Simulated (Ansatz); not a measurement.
What does this script print? It uses Ansatz 0.2.0, Python API.

Input file `clgah.xyz`:
```text
3

Cl    1.71970   -0.46710    0.88190
Ga   -0.24540   -0.07260   -0.13930
H    -1.48520    0.47490   -0.75590
```

Script `clgah.py`:
```python
"""Relaxed scan of one distance in ClGaH."""

from dataclasses import dataclass

import ansatz as az
import numpy as np


@dataclass
class Options:
    basis: str = "def2-SVP"
    functional: str = "pbe0"
    vdw: str = "d4"


opts = Options()

molecule = az.Crystal.molecule_from_extxyz("clgah.xyz")

job = (
    molecule.calculation()
    .basis(gaussian=opts.basis)
    .functional(opts.functional, dispersion=opts.vdw)
    .spin("collinear", total=1)
)
symbols = [site.symbol for site in molecule.cartesian_sites]
pairs = [(0, 1), (1, 2)]
print("held (A)   E (eV)        ", "  ".join(f"{symbols[i]}{i}-{symbols[j]}{j}" for i, j in pairs))
for length in [1.37, 1.49, 1.61, 1.79, 2.01]:
    r = job.relax(constraints=[az.DistanceConstraint((1, 2), at=length)], force_tolerance=0.02, max_steps=60).run(threads=1).report
    xyz = np.array(r["positions_ang"])
    print(f"{length:6.2f} {r['free_energy_ev']:14.5f}  ", "  ".join(f"{np.linalg.norm(xyz[i] - xyz[j]):.3f}" for i, j in pairs))
```

```console
$ python clgah.py
held (A)   E (eV)         Cl0-Ga1  Ga1-H2
DeckWarning: relax.constraints: the input's atoms, or those drawn, lie off the distances that are held; a relaxation that starts there is brought onto them ahead of its first SCF, by positions alone, an atom by 5.95e-2 Å at the most. With the symmetry detection on, the symmetry is detected on the input's atoms as so brought (as typed, where only the drawn atoms reach the distances), and notices that speak of the structure as typed mean those atoms
  1.37   -64895.10218   2.174  1.370
  1.49   -64895.47201   2.175  1.490
  1.61   -64895.56462   2.176  1.610
  1.79   -64895.42499   2.180  1.790
  2.01   -64895.09625   2.185  2.010
```
(Warnings from the package without file and line, repeats left out.)

Total energies depend on the basis set; only differences at equal settings carry meaning. The energies are electronic: no zero-point or thermal terms, and the basis set is short of its limit. The species is open-shell (spin multiplicity 2). It ran for 2.4 min on 1 thread of Arm Neoverse N1 (shared host), peak memory 0.21 GiB.
